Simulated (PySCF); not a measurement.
# GaP: bond curves at several levels of theory

One table from this session's results is given with a row withheld; the runs are named, their logs left out.

The runs use PySCF 2.14.0; Ga def2-TZVPP, P def2-TZVPP, no relativity.

Set-up of the first run:

A driver script around PySCF takes these settings:

* atoms: Ga, P
* charge: 0
* basis: Ga def2-TZVPP, P def2-TZVPP
* Hamiltonian: no relativity
* basis functions: 90
* electrons treated: 46
* masses in u: 68.9256, 30.9738
* levels: PBE0, PBE, r²SCAN, B3LYP, PW91, r²SCANh, B97-3, ωB97M-V, HF, MP2, SCS-MP2, CCSD, CCSD(T)
* grid: 80 radial by 434 angular points
* occupations: held fixed by the projection of orbital angular momentum
* dissociation limit: Ga + P, each in its ground configuration
* starting distance in angstrom: 2.270
* values of 2S to try: 0, 2, 4

Run with:

```bash
$ OMP_NUM_THREADS=1 python dia.py task.json out
```

Among the steps run: Set-up; First curve: PBE0; Other states along the same grid; PBE (GGA); r²SCAN; B3LYP (global hybrid GGA); PW91 (GGA); r²SCANh; B97-3; ωB97M-V; UHF (mean field); Correlated methods on the Hartree–Fock reference.

One of the session's tables, all rows but one given; the rest of the session is left out.

It belongs to the step «The curves together». Energy (eV) from each level's lowest point:

```
R (Å)    UHF  UHF-MP2  UHF-SCS-MP2  UHF-CCSD  UHF-CCSD(T)
2.117  0.696    0.574        0.613       n/a          n/a
2.216  0.316    0.239        0.266     0.263        0.265
2.314  0.105    0.064        0.079     0.076        0.078
2.388  0.027    0.008        0.015     0.014        0.015
2.462  0.000    0.000        0.000     0.000        0.000
2.536      ?        ?            ?         ?            ?
2.634  0.073    0.110        0.095     0.098        0.095
2.757  0.197    0.258        0.235     0.237        0.231
2.905  0.381    0.485        0.457     0.442        0.433
3.102  0.611    0.859        0.843       n/a          n/a
```

Q: Estimate the row for R (Å) = 2.536 from the others.

Worked estimate for «UHF». A straight line through the neighbours (2.462, 0.000) and (2.634, 0.073) gives 0.000 + (0.073 − 0.000) × (2.536 − 2.462) / (2.634 − 2.462) = 0.031; a parabola fitted to 4 rows on both sides gives 0.016.

As computed: UHF: 0.012; UHF-MP2: 0.029; UHF-SCS-MP2: 0.022; UHF-CCSD: 0.024; UHF-CCSD(T): 0.022. In «UHF» the line misses by +0.019 and the parabola by +0.004.
